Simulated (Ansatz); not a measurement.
# B₂H₃Br (SMILES BBBr): one structure at several levels

How do the functionals fare away from a minimum? The structure is a structure displaced at random from a GFN2-xTB minimum.

Program: Ansatz 0.2.0, Gaussian basis. Level of theory: single points in def2-TZVPP. These are calculated values, not measurements.

Correlated methods freeze the cores. Filled d shells of the heavier atoms are correlated.

## 1. Starting geometry

6 atoms, charge 0, spin multiplicity 1.

Atoms are counted from 1 here; the program's logs count them from 0.

Bond lengths: B1–B2 1.647 Å, B1–H4 1.158 Å, B1–H5 1.182 Å, B2–Br3 1.853 Å, B2–H6 1.161 Å. Angles: B2–B1–H4 123.7°, B2–B1–H5 123.4°, H4–B1–H5 112.9°, B1–B2–Br3 120.6°, B1–B2–H6 123.8°, Br3–B2–H6 115.6°.

Coordinates:

```xyz
6
B2BrH3
B    -0.2483    0.0139   -0.8398
B     0.1948   -0.2136    0.7299
Br    0.7036    1.2239    1.7833
H    -1.3288    0.2654   -1.1731
H     0.5128   -0.0293   -1.7435
H     0.1950   -1.2475    1.2574
```

## 2. CCSD(T)/def2-TZVPP

The input, run/in.yaml:

```yaml
crystal:
  periodic: [false, false, false]
  atoms:
    - {symbol: B, position_ang: [-0.248300, 0.013900, -0.839800]}
    - {symbol: B, position_ang: [0.194800, -0.213600, 0.729900]}
    - {symbol: Br, position_ang: [0.703600, 1.223900, 1.783300]}
    - {symbol: H, position_ang: [-1.328800, 0.265400, -1.173100]}
    - {symbol: H, position_ang: [0.512800, -0.029300, -1.743500]}
    - {symbol: H, position_ang: [0.195000, -1.247500, 1.257400]}
basis:
  gaussian: {orbitals: def2-TZVPP}
correlation: {method: ccsd_t}
output: {forces: true}
```

The command line of these runs was not kept.

## 3. PBE0-D4/def2-TZVPP

run/in.yaml: that of step 2 with these lines changed.

```diff
@@ -11,3 +11,3 @@
   gaussian: {orbitals: def2-TZVPP}
-correlation: {method: ccsd_t}
-output: {forces: true}
+hamiltonian: {xc: pbe0, dispersion: d4}
+output: {forces: true, orbitals: {seedname: orbitals}}
```

## 4. wB97M-V/def2-TZVPP

run/in.yaml: that of step 3 with these lines changed.

```diff
@@ -11,3 +11,3 @@
   gaussian: {orbitals: def2-TZVPP}
-hamiltonian: {xc: pbe0, dispersion: d4}
-output: {forces: true, orbitals: {seedname: orbitals}}
+hamiltonian: {xc: {name: wB97M-V}}
+output: {forces: true}
```

## 5. r2SCAN-D4/def2-TZVPP

run/in.yaml: that of step 4 with these lines changed.

```diff
@@ -11,3 +11,3 @@
   gaussian: {orbitals: def2-TZVPP}
-hamiltonian: {xc: {name: wB97M-V}}
+hamiltonian: {xc: r2scan, dispersion: d4}
 output: {forces: true}
```

## 6. PBE-D4/def2-TZVPP

run/in.yaml: that of step 5 with these lines changed.

```diff
@@ -11,3 +11,3 @@
   gaussian: {orbitals: def2-TZVPP}
-hamiltonian: {xc: r2scan, dispersion: d4}
+hamiltonian: {xc: pbe, dispersion: d4}
 output: {forces: true}
```

## 7. r2SCANh-D4/def2-TZVPP

run/in.yaml: that of step 6 with these lines changed.

```diff
@@ -11,3 +11,3 @@
   gaussian: {orbitals: def2-TZVPP}
-hamiltonian: {xc: pbe, dispersion: d4}
+hamiltonian: {xc: {name: r2SCANh}, dispersion: d4}
 output: {forces: true}
```

## 8. HSE06-D4/def2-TZVPP

run/in.yaml: that of step 7 with these lines changed.

```diff
@@ -11,3 +11,3 @@
   gaussian: {orbitals: def2-TZVPP}
-hamiltonian: {xc: {name: r2SCANh}, dispersion: d4}
+hamiltonian: {xc: hse06, dispersion: d4}
 output: {forces: true}
```

(Steps that only read results are left out.)

What does the calculation give? Wanted: energy less free atoms, CCSD(T)/def2-TZVPP; RMS force component; RMS force error; HOMO and LUMO, PBE0-D4; T1 diagnostic.

The runs gave:

```
                                  quantity                                                                                               value
energy less free atoms, CCSD(T)/def2-TZVPP                                                                                     -439.0 kcal/mol
                       RMS force component                                                                0.504 to 0.649 eV/Å over the methods
                           RMS force error  PBE0-D4 0.138, wB97M-V 0.095, r2SCAN-D4 0.171, PBE-D4 0.239, r2SCANh-D4 0.143, HSE06-D4 0.140 eV/Å
                    HOMO and LUMO, PBE0-D4                                                                                  -7.82 and -2.03 eV
                             T1 diagnostic                                                                                               0.010
```

Against CCSD(T) the functionals' energies less atoms differ by -19.5 to -13.9 kcal/mol, PBE-D4 by -19.3 kcal/mol. The reference is not at the basis limit: in triple zeta CCSD(T) underbinds, which counts against methods that bind more; the gaps are no ranking. For forces wB97M-V does best and PBE-D4 worst.
